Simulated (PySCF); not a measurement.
# CDyO (Dy(CO)2+): the cost of one run

Program: PySCF 2.14.0. Level of theory: several levels, as the steps say, no spin–orbit coupling. These are calculated values, not measurements.

1 further run of the same task is left out (for a known fault of the program).

## 1. Where the work starts

3 atoms, charge 2, spin multiplicity 1.

Bond lengths: Dy1–C2 2.802 Å, C2–O3 1.115 Å. Angles: Dy1–C2–O3 180.0°.

Geometry (Å):

```xyz
3

Dy    0.00000    0.00000   -0.64558
C     0.00000    0.00000    2.15678
O     0.00000    0.00000    3.27182
```

Formal oxidation states: Dy +2. Each metal's 10 4f electrons lie in its core potential, so multiplicities, spins and levels count the valence alone. An earlier session relaxed this geometry at PBE0, Dy lcecp-0-SVP with ECP56, C def2-SVP, O def2-SVP (singlet, point group C∞v).

At PBE0 on the finer grid: E = -143.403524 Eh, frontier levels not given, since the 4f levels lie in the core, Mulliken charge on Dy1 +1.82 e, largest force component 0.001 eV/Å. 

Levels to run: CAM-B3LYP; wB97X; PBE0, TZVP. Hardware: 2 threads of Arm Neoverse V2, shared host.

## 2. CAM-B3LYP

File run.py (the lines that set the calculation):

```python
mol = gto.M(atom='''
Dy     0.00000     0.00000    -0.64558
C      0.00000     0.00000     2.15678
O      0.00000     0.00000     3.27182''',
    basis={'Dy': 'lcecp-0-SVP', 'C': 'def2-SVP', 'O': 'def2-SVP'},
    ecp={'Dy': 'lcecp-0-SVP'},
    charge=2, spin=0)
mf = dft.RKS(mol, xc='CAMB3LYP')
mf.grids.atom_grid = (75, 302)  # f atoms: unpruned, at least (60, 302)
mf = mf.density_fit()  # fitting sets: Dy AutoAux, C def2-universal-JKFIT, O def2-universal-JKFIT
mf.conv_tol = 1e-08; mf.max_cycle = 55
mf.kernel(dm0)  # dm0: the density of the relaxed state
```

The run is started by

```console
OMP_NUM_THREADS=2 python run.py
```

**Question.** How long does this run take on 2 threads of Arm Neoverse V2, shared host?

About 1.9 s.
